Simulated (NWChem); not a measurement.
# the pair CH6BN···CH3Cl: a chain of runs

Aim: the energy (singlet C2H9BClN, B3LYP-D3(0)/def2-SVP), then the energy (singlet CH6BN, B3LYP-D3(0)/def2-SVP), then a single-point energy (singlet CH3Cl, B3LYP-D3(0)/def2-SVP), then a single-point energy (singlet CH6BN, B3LYP-D3(0)/def2-SVP), then a single-point energy (singlet CH3Cl, B3LYP-D3(0)/def2-SVP) of C2H9BClN and its partners. 

The calculation is run with NWChem 7.3.0.

## (1) The structure to begin with

C2H9BClN has 14 atoms, charge 0, and is taken as a singlet. The two molecules were placed rigidly side by side, at 0.8 times their contact distance; the pair isn't optimised.

Bond lengths: C1–B2 1.568 Å, B2–N3 1.392 Å, C10–Cl11 1.773 Å, C1–H4 1.096 Å, C1–H5 1.095 Å, C1–H6 1.094 Å, B2–H7 1.202 Å, N3–H8 1.005 Å, N3–H9 1.007 Å, C10–H12 1.087 Å, C10–H13 1.088 Å, C10–H14 1.088 Å. Some angles: C1–B2–N3 122.0°, C1–B2–H7 121.0°, N3–B2–H7 117.0°, B2–C1–H4 110.3°, B2–C1–H5 110.4°, B2–C1–H6 114.3°, B2–N3–H8 123.2°, B2–N3–H9 123.1°, Cl11–C10–H12 108.7°, Cl11–C10–H13 108.7°.

## (2) A single-point energy at B3LYP-D3(0)/def2-SVP (run 1)

c2h9bcln.nw reads:

```
echo
start c2h9bcln
title "C2H9BClN energy"
memory total 2200 mb

geometry units angstrom noautosym nocenter noautoz
  C       -0.675160       0.762840      -0.588400
  B        0.449540      -0.277760      -0.254300
  N        0.582940      -0.837660       1.012600
  H       -1.301760       0.395940      -1.408700
  H       -0.234460       1.697340      -0.952400
  H       -1.329760       1.004040       0.254200
  H        1.238940      -0.627660      -1.090900
  H        1.296340      -1.505860       1.246800
  H       -0.026660      -0.611260       1.781100
  C       -2.173440      -1.830800      -3.107410
  Cl      -0.864490      -2.804260      -2.412820
  H       -2.061450      -1.818440      -4.189010
  H       -2.104510      -0.820910      -2.709740
  H       -3.124740      -2.280140      -2.832010
end

basis "ao basis" spherical bse
  * library def2-SVP
end

dft
  xc b3lyp
  disp vdw 3
  grid fine
  convergence energy 1e-08
  iterations 100
  mulliken
  noprint "final vectors analysis"
end

task dft
```

Started as:

```bash
$ nwchem c2h9bcln.nw > c2h9bcln.out
```

What it wrote:

```text
[...]
          Wavefunction type:  closed shell.
          No. of atoms     :    14
          No. of electrons :    50
[...]
          Charge           :     0
          Spin multiplicity:     1
[...]
          AO basis - number of functions:   119
[...]
              XC Information
              --------------
                         B3LYP Method XC Potential
                     Hartree-Fock (Exact) Exchange  0.200
                        Slater Exchange Functional  0.800 local
                    Becke 1988 Exchange Functional  0.720 non-local
              Lee-Yang-Parr Correlation Functional  0.810
                  VWN I RPA Correlation Functional  0.190 local
[...]
 d= 0,ls=0.0,diis     1   -621.1716665776 -8.21D+02  7.76D-03  5.56D-01     3.7
[...]
 d= 0,ls=0.0,diis    10   -621.2389654099 -4.87D-10  1.49D-07  6.04D-10    31.5
         Total DFT energy =     -621.238965409885
      One electron energy =    -1247.797347459752
           Coulomb energy =      480.389240889106
    Exchange-Corr. energy =      -53.476579195563
 Nuclear repulsion energy =      199.652784634631
    Dispersion correction =       -0.007064278307
[...]
      Total Density - Mulliken Population Analysis
     ---------------------------------------------
    Atom       Charge   Shell Charges
 -----------   ------   -------------------------------------------------------
    1 C    6     6.01   1.98  0.90  0.10  2.15  0.86  0.02
    2 B    5     5.14   1.99  0.79  0.16  1.60  0.51  0.09
    3 N    7     7.05   1.99  0.98  0.31  2.50  1.25  0.01
    4 H    1     1.01   0.74  0.24  0.03
    5 H    1     0.98   0.74  0.22  0.03
    6 H    1     1.01   0.75  0.24  0.03
    7 H    1     1.05   0.76  0.28  0.01
    8 H    1     0.89   0.73  0.11  0.05
    9 H    1     0.89   0.73  0.12  0.05
   10 C    6     5.98   1.99  0.92  0.12  2.08  0.83  0.04
[...]
```

It took 32 s on 1 thread of Intel Xeon Platinum 8488C (Sapphire Rapids), shared host; peak memory 0.12 GiB.

## (3) CH6BN: the energy at B3LYP-D3(0)/def2-SVP (run 2)

ch6bn.nw reads:

```
start ch6bn
memory 2200 mb

geometry noautosym nocenter noautoz
C       -0.675160       0.762840      -0.588400
B        0.449540      -0.277760      -0.254300
N        0.582940      -0.837660       1.012600
H       -1.301760       0.395940      -1.408700
H       -0.234460       1.697340      -0.952400
H       -1.329760       1.004040       0.254200
H        1.238940      -0.627660      -1.090900
H        1.296340      -1.505860       1.246800
H       -0.026660      -0.611260       1.781100
end

basis "ao basis" spherical bse
* library def2-SVP
end

dft
xc b3lyp
mult 1
disp vdw 3
grid fine
convergence energy 1e-08
maxiter 100
mulliken
print low
end

task dft energy
```

Started as:

```bash
$ nwchem ch6bn.nw > ch6bn.out
```

What it wrote:

```text
[...]
 d= 0,ls=0.0,diis     1   -121.2479115611 -1.89D+02  9.25D-03  3.08D-01     1.2
[...]
 d= 0,ls=0.0,diis     8   -121.2882290432 -2.16D-09  3.47D-06  1.06D-07     8.1
         Total DFT energy =     -121.288229043242
      One electron energy =     -296.739048762831
           Coulomb energy =      126.133276394706
    Exchange-Corr. energy =      -18.666569669172
 Nuclear repulsion energy =       67.986737214608
    Dispersion correction =       -0.002624220554
[...]
      Total Density - Mulliken Population Analysis
     ---------------------------------------------
    Atom       Charge   Shell Charges
 -----------   ------   -------------------------------------------------------
    1 C    6     6.03   1.98  0.89  0.13  2.15  0.85  0.02
    2 B    5     5.14   1.99  0.79  0.16  1.61  0.50  0.09
    3 N    7     7.05   1.99  0.98  0.31  2.50  1.25  0.01
    4 H    1     0.98   0.74  0.21  0.03
    5 H    1     0.98   0.74  0.21  0.03
    6 H    1     1.01   0.75  0.23  0.03
    7 H    1     1.05   0.76  0.28  0.01
    8 H    1     0.89   0.73  0.11  0.05
    9 H    1     0.89   0.73  0.12  0.05
[...]
```

It took 9 s on 1 thread of Intel Xeon Platinum 8488C (Sapphire Rapids), shared host; peak memory 0.12 GiB.

## (4) CH3Cl: a single-point energy at B3LYP-D3(0)/def2-SVP (run 3)

m1.nw reads:

```
start m1
title "CH3Cl"
memory 2200 mb

geometry noautosym nocenter noautoz
   C     -2.173440    -1.830800    -3.107410
   Cl    -0.864490    -2.804260    -2.412820
   H     -2.061450    -1.818440    -4.189010
   H     -2.104510    -0.820910    -2.709740
   H     -3.124740    -2.280140    -2.832010
end

basis spherical bse
   * library def2-SVP
end

dft
   xc b3lyp
   disp vdw 3
   grid fine
   convergence energy 1e-08
   iterations 100
   mulliken
   noprint "final vectors analysis"
end

task dft
```

Started as:

```bash
$ nwchem m1.nw > m1.out
```

What it wrote:

```text
[...]
          Wavefunction type:  closed shell.
          No. of atoms     :     5
          No. of electrons :    26
[...]
          Charge           :     0
          Spin multiplicity:     1
[...]
          AO basis - number of functions:    47
[...]
              XC Information
              --------------
                         B3LYP Method XC Potential
                     Hartree-Fock (Exact) Exchange  0.200
                        Slater Exchange Functional  0.800 local
                    Becke 1988 Exchange Functional  0.720 non-local
              Lee-Yang-Parr Correlation Functional  0.810
                  VWN I RPA Correlation Functional  0.190 local
[...]
 d= 0,ls=0.0,diis     1   -499.9221350267 -5.51D+02  1.21D-02  2.36D-01     0.5
[...]
 d= 0,ls=0.0,diis     8   -499.9472309546 -4.85D-10  1.55D-07  4.42D-11     3.0
         Total DFT energy =     -499.947230954648
      One electron energy =     -790.688483764223
           Coulomb energy =      274.015018715396
    Exchange-Corr. energy =      -34.810990766438
 Nuclear repulsion energy =       51.538209741345
    Dispersion correction =       -0.000984880727
[...]
      Total Density - Mulliken Population Analysis
     ---------------------------------------------
    Atom       Charge   Shell Charges
 -----------   ------   -------------------------------------------------------
    1 C    6     5.99   1.99  0.92  0.15  2.08  0.82  0.04
    2 Cl  17    17.19   2.00  1.98  1.26  0.71  5.93  2.16  3.10  0.03
    3 H    1     0.94   0.74  0.17  0.02
    4 H    1     0.94   0.74  0.17  0.02
    5 H    1     0.94   0.74  0.17  0.02
[...]
```

It took 3.9 s on 1 thread of Intel Xeon Platinum 8488C (Sapphire Rapids), shared host; peak memory 0.11 GiB.

## (5) CH6BN among ghost functions: the energy at B3LYP-D3(0)/def2-SVP (with ghost functions) (run 4)

m1.nw reads:

```
start m1
title "CH6BN energy"
memory total 2200 mb
geometry noautosym nocenter noautoz
  C    -0.675160    0.762840   -0.588400
  B     0.449540   -0.277760   -0.254300
  N     0.582940   -0.837660    1.012600
  H    -1.301760    0.395940   -1.408700
  H    -0.234460    1.697340   -0.952400
  H    -1.329760    1.004040    0.254200
  H     1.238940   -0.627660   -1.090900
  H     1.296340   -1.505860    1.246800
  H    -0.026660   -0.611260    1.781100
  bqC     -2.173440    -1.830800    -3.107410
  bqCl    -0.864490    -2.804260    -2.412820
  bqH     -2.061450    -1.818440    -4.189010
  bqH     -2.104510    -0.820910    -2.709740
  bqH     -3.124740    -2.280140    -2.832010
end
basis "ao basis" spherical bse
  C library def2-SVP
  B library def2-SVP
  N library def2-SVP
  H library def2-SVP
  bqC library C def2-SVP
  bqCl library Cl def2-SVP
  bqH library H def2-SVP
end
dft
  xc b3lyp
  disp vdw 3
  grid fine
  convergence energy 1e-08
  iterations 100
  mulliken
  print low
end
task dft energy
```

Started as:

```bash
$ nwchem m1.nw > m1.out
```

What it wrote:

```text
[...]
 d= 0,ls=0.0,diis     1   -121.2480915091 -1.89D+02  5.63D-03  3.08D-01     3.5
[...]
 d= 0,ls=0.0,diis     8   -121.2884303571 -2.17D-09  2.11D-06  1.07D-07    23.7
         Total DFT energy =     -121.288430357140
      One electron energy =     -296.736933978421
           Coulomb energy =      126.130482261587
    Exchange-Corr. energy =      -18.666091634361
 Nuclear repulsion energy =       67.986737214608
    Dispersion correction =       -0.002624220554
[...]
      Total Density - Mulliken Population Analysis
     ---------------------------------------------
    Atom       Charge   Shell Charges
 -----------   ------   -------------------------------------------------------
    1 C    6     6.02   1.98  0.90  0.11  2.15  0.86  0.02
    2 B    5     5.13   1.99  0.79  0.16  1.61  0.50  0.09
    3 N    7     7.04   1.99  0.98  0.31  2.50  1.25  0.01
    4 H    1     0.98   0.74  0.22  0.03
    5 H    1     0.98   0.74  0.22  0.03
    6 H    1     1.01   0.75  0.23  0.03
    7 H    1     1.05   0.76  0.29  0.01
    8 H    1     0.89   0.73  0.11  0.05
    9 H    1     0.89   0.73  0.12  0.05
   10 X    0    -0.00  -0.00  0.00 -0.00 -0.00  0.00  0.00
[...]
```

Run time: 25 s. Hardware: 1 thread of Intel Xeon Platinum 8488C (Sapphire Rapids), shared host; peak memory 0.13 GiB.

## (6) CH3Cl among ghost functions: the energy at B3LYP-D3(0)/def2-SVP (with ghost functions) (run 5)

a.nw reads:

```
start a
title "CH3Cl B3LYP"
memory stack 880 mb heap 220 mb global 1100 mb

geometry units angstroms noautosym nocenter noautoz
 C     -2.173440    -1.830800    -3.107410
 Cl    -0.864490    -2.804260    -2.412820
 H     -2.061450    -1.818440    -4.189010
 H     -2.104510    -0.820910    -2.709740
 H     -3.124740    -2.280140    -2.832010
 bqC     -0.675160     0.762840    -0.588400
 bqB      0.449540    -0.277760    -0.254300
 bqN      0.582940    -0.837660     1.012600
 bqH     -1.301760     0.395940    -1.408700
 bqH     -0.234460     1.697340    -0.952400
 bqH     -1.329760     1.004040     0.254200
 bqH      1.238940    -0.627660    -1.090900
 bqH      1.296340    -1.505860     1.246800
 bqH     -0.026660    -0.611260     1.781100
end

basis spherical bse
 C library def2-SVP
 Cl library def2-SVP
 H library def2-SVP
 bqC library C def2-SVP
 bqB library B def2-SVP
 bqN library N def2-SVP
 bqH library H def2-SVP
end

dft
 xc b3lyp
 disp vdw 3
 grid fine
 convergence energy 1e-08
 iterations 100
 mulliken
 print low
end

task dft
```

Started as:

```bash
$ nwchem a.nw > a.out
```

What it wrote:

```text
[...]
 d= 0,ls=0.0,diis     1   -499.9244836008 -5.51D+02  5.09D-03  2.38D-01     3.4
[...]
 d= 0,ls=0.0,diis     8   -499.9499176623 -5.98D-10  7.10D-08  5.07D-11    23.4
         Total DFT energy =     -499.949917662344
      One electron energy =     -790.595032859663
           Coulomb energy =      273.910990440657
    Exchange-Corr. energy =      -34.803100103956
 Nuclear repulsion energy =       51.538209741345
    Dispersion correction =       -0.000984880727
[...]
      Total Density - Mulliken Population Analysis
     ---------------------------------------------
    Atom       Charge   Shell Charges
 -----------   ------   -------------------------------------------------------
    1 C    6     5.99   1.99  0.92  0.13  2.08  0.84  0.04
    2 Cl  17    17.16   2.00  1.98  1.27  0.71  5.93  2.16  3.08  0.03
    3 H    1     0.94   0.74  0.17  0.02
    4 H    1     0.94   0.74  0.17  0.02
    5 H    1     0.94   0.74  0.17  0.02
    6 X    0    -0.01  -0.00  0.00 -0.00 -0.00 -0.00 -0.00
    7 X    0     0.03   0.00 -0.00  0.02 -0.00  0.01 -0.00
    8 X    0    -0.00  -0.00  0.00 -0.00  0.00 -0.00 -0.00
    9 X    0     0.01  -0.00  0.01  0.00
   10 X    0     0.00   0.00  0.00 -0.00
[...]
```

Wall time 24 s (1 thread of Intel Xeon Platinum 8488C (Sapphire Rapids), shared host); peak memory 0.13 GiB.

## (7) Outcome

| quantity | value |
| --- | --- |
| run 1, B3LYP-D3(0)/def2-SVP: total energy | -621.23897 Eh |
| run 1, B3LYP-D3(0)/def2-SVP: dipole moment | 1.61 D |
| run 1, B3LYP-D3(0)/def2-SVP: dispersion energy | -18.55 kJ/mol |
| CH6BN: total energy | -121.28823 Eh |
| CH6BN: dispersion energy | -6.89 kJ/mol |
| CH3Cl: total energy | -499.94723 Eh |
| CH3Cl: dipole moment | 1.78 D |
| CH3Cl: dispersion energy | -2.59 kJ/mol |
| CH6BN among ghost functions: total energy | -121.28843 Eh |
| CH6BN among ghost functions: dispersion energy | -6.89 kJ/mol |
| CH3Cl among ghost functions: total energy | -499.94992 Eh |
| CH3Cl among ghost functions: dispersion energy | -2.59 kJ/mol |
| interaction energy of the rigid parts CH6BN and CH3Cl (parts in their own basis; closest atoms 1.95 Å apart) | -0.095 eV |
| interaction energy of the rigid parts CH6BN and CH3Cl (parts in the whole basis, counterpoise; closest atoms 1.95 Å apart) | -0.017 eV |

The interaction energy of the rigid parts CH6BN and CH3Cl (parts in their own basis; closest atoms 1.95 Å apart) is −0.10 eV (−2.2 kcal/mol): the parts attract. Without counterpoise this holds the superposition error of the basis. The interaction energy of the rigid parts CH6BN and CH3Cl (parts in the whole basis, counterpoise; closest atoms 1.95 Å apart) is −0.02 eV (−0.4 kcal/mol). The basis-set superposition error is 7.6 kJ/mol. Mulliken charges (run 1, B3LYP-D3(0)/def2-SVP) run from -0.16 on Cl11 to +0.11 on H8. Mulliken charges (CH3Cl) run from -0.19 on Cl2 to +0.06 on H3.
